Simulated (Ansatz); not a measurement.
**The K-Pd system: small convex hull, by script**

Aim: a small convex hull, for the K-Pd system, run from a script.

The COD entry's cell or inner coordinates are ideal or old and differ from later refinements, so a difference from it is no clean test against experiment.

Program: the Python package of Ansatz 0.2.0. Level of theory: DFT LDA, plane waves, PAW. These are calculated values, not measurements.

## 1. The structure

K3Pd Pm-3m: It takes space group Pm-3m (No. 221, cubic). Conventional cell: a = 5.445 Å, b = 5.445 Å, c = 5.445 Å, α = 90.00°, β = 90.00°, γ = 90.00°. Around K (site symmetry 4/mmm) lie 8 K at 3.85 Å and 4 Pd at 3.85 Å. Pd (site symmetry m-3m) is surrounded by 12 K at 3.85 Å.

K2Pd P4/mmm: The structure is tetragonal, space group P4/mmm (No. 123). Conventional cell: a = 5.667 Å, b = 5.667 Å, c = 3.665 Å, α = 90.00°, β = 90.00°, γ = 90.00°. K (site symmetry mmm) has 4 Pd at 3.37 Å and 2 K at 3.67 Å as nearest neighbours. Around Pd (site symmetry 4/mmm) lie 8 K at 3.37 Å and 2 Pd at 3.67 Å.

K Im-3m: The structure is cubic, space group Im-3m (No. 229). The conventional cell has a = 5.225 Å, b = 5.225 Å, c = 5.225 Å, α = 90.00°, β = 90.00°, γ = 90.00°.

Pd Fm-3m: Symmetry: Fm-3m, No. 225, cubic system. Conventional cell: a = 3.893 Å, b = 3.893 Å, c = 3.893 Å, α = 90.00°, β = 90.00°, γ = 90.00°. Pd (site symmetry m-3m) is surrounded by 12 Pd at 2.75 Å.

No structure file is read: the coordinates are typed or built in the script.

## 2. The code

The input, hull_k3pd.py:

```python
from collections import Counter
from dataclasses import dataclass
import logging
import sys
import warnings

import ansatz
import numpy as np
from scipy.spatial import ConvexHull

logging.basicConfig(stream=sys.stdout, format="[%(levelname)s] %(message)s")
logger = logging.getLogger("ansatz_job")
logger.setLevel(logging.INFO)


@dataclass(frozen=True)
class Settings:
    scf_tol: float = 1e-09
    functional: str = "lda"
    kspacing: float = 0.16
    occupations: str = "fermi_dirac"
    smearing_width: float = 0.1


cfg = Settings()

PHASES = {
    "K3Pd Pm-3m": (
        [[5.445013, 0.0, 0.0], [0.0, 5.445013, 0.0], [0.0, 0.0, 5.445013]],
        [
            ("K", [0.5, 0.5, 0.0]),
            ("K", [0.5, 0.0, 0.5]),
            ("K", [0.0, 0.5, 0.5]),
            ("Pd", [0.0, 0.0, 0.0]),
        ],
    ),
    "K2Pd P4/mmm": (
        [[5.667087, 0.0, 0.0], [0.0, 5.667087, 0.0], [0.0, 0.0, 3.665316]],
        [
            ("K", [0.0, 0.5, 0.5]),
            ("K", [0.5, 0.0, 0.5]),
            ("Pd", [0.0, 0.0, 0.0]),
        ],
    ),
    "K": (
        [[-2.6125, 2.6125, 2.6125], [2.6125, -2.6125, 2.6125], [2.6125, 2.6125, -2.6125]],
        [
            ("K", [0.0, 0.0, 0.0]),
        ],
    ),
    "Pd": (
        [[0.0, 1.9465, 1.9465], [1.9465, 0.0, 1.9465], [1.9465, 1.9465, 0.0]],
        [
            ("Pd", [0.0, 0.0, 0.0]),
        ],
    ),
}


def build(vectors, sites):
    crystal = ansatz.Crystal(lattice=ansatz.Lattice.of(vectors))
    for symbol, position in sites:
        crystal = crystal.atom(symbol, position)
    return crystal


def ground_state(name, crystal):
    calc = (
        crystal.calculation()
        .scf(tolerance=cfg.scf_tol)
        .functional(cfg.functional)
        .basis(17 * ansatz.Ha)
        .kpoints(spacing=cfg.kspacing)
        .occupations(cfg.occupations, width=cfg.smearing_width)
    )
    calc = calc.relax(force_tolerance=0.03, fix_cell=["shape"])
    return calc.run(threads=1, pin="off")


def counts(outcome):
    return Counter(site.symbol for site in outcome.lattice.sites)

def formation_energy(outcome, mu):
    n = counts(outcome)
    return (outcome.report["energy_sigma0_ev"] - sum(k * mu[element] for element, k in n.items())) / sum(n.values())

warnings.simplefilter("ignore")

phases = {name: build(*cell) for name, cell in PHASES.items()}

done = {}
for name, crystal in phases.items():
    done[name] = ground_state(name, crystal)
    logger.info(f"{name}: {done[name].report['energy_sigma0_ev']:.4f} eV, {len(done[name].lattice.sites)} atoms")

references = {"K": "K", "Pd": "Pd"}
mu = {element: done[name].report["energy_sigma0_ev"] / len(done[name].lattice.sites) for element, name in references.items()}
points = sorted((counts(o)["Pd"] / len(o.lattice.sites), formation_energy(o, mu), name) for name, o in done.items())

xy = np.array([(x, e) for x, e, _ in points] + [(0.5, 10.0)])
hull = sorted(tuple(xy[i]) for i in ConvexHull(xy).vertices if xy[i, 1] < 5)
rows = [(name, x, e, e - np.interp(x, *zip(*hull))) for x, e, name in points]
logger.info("     phase       x(Pd)  E_form (eV/atom)  above hull (eV/atom)")
for row in rows:
    logger.info(f"{str(row[0]):>10}  {row[1]:10.3f}  {row[2]:16.4f}  {row[3]:20.4f}")
print("on the hull of these phases:", ", ".join(row[0] for row in rows if row[3] < 1e-6))
```

## 3. The input behind the calls

The package turns the script's settings into the engine's input (first run):

```yaml
crystal:
  lattice:
    - [5.445013, 0.0, 0.0]
    - [0.0, 5.445013, 0.0]
    - [0.0, 0.0, 5.445013]
  atoms:
    - { symbol: K, position: [0.5, 0.5, 0.0] }
    - { symbol: K, position: [0.5, 0.0, 0.5] }
    - { symbol: K, position: [0.0, 0.5, 0.5] }
    - { symbol: Pd, position: [0.0, 0.0, 0.0] }
basis:
  ecutwfc: 462.593566181796
kpoints:
  mp_grid:
    kspacing: 0.16
hamiltonian:
  xc: lda
scf:
  convergence:
    dr2_threshold: 1.0e-09
  occupations:
    method: fermi_dirac
    width: 0.1
relax:
  f_tol: 0.03
  cell:
    fix: [shape]
```

## 4. Running it

On the command line:

```bash
$ python hull_k3pd.py
```

Q: Predict the main results. Wanted: on the hull of these phases; energy of K3Pd; energy of K2Pd.

**Answer**, as computed:

| quantity | value |
| --- | --- |
| on the hull of these phases | K, Pd |
| runs compared | 4 |
| energy of K3Pd (run 1) from the elements | 261 meV/atom |
| energy of K2Pd (run 2) from the elements | 201 meV/atom |

In words: Among these few phases the hull runs through K, Pd; other phases, not tried, may lie lower. No cell tried lies below the elements: the best, K2Pd, is 201 meV/atom above them. Temperature and entropy of mixing are left out. In CPU time, run 2 (K2Pd (3 atoms)) cost about 5.5 times as much as run 3 (K (1 atom)). In run 2, over 4 moves the cell shrank by 15.4 % in volume, and the space group stayed P4/mmm. In run 3, the volume shrank by 9.8 % over 3 moves, and the space group stayed Im-3m. What to keep in mind:
- No spin polarisation was allowed.
- The program warned that this SCF threshold is loose for forces or stresses.
- Atoms and volume are relaxed with the cell's shape held, which in cells of lower than cubic symmetry can hide stresses and shift volumes.
- Differences under 10 to 15 meV an atom lie within the error of mesh and functional, so such verdicts may flip; only the cells listed enter the hull. Whether this is the phase that is stable at ambient conditions was not tested.
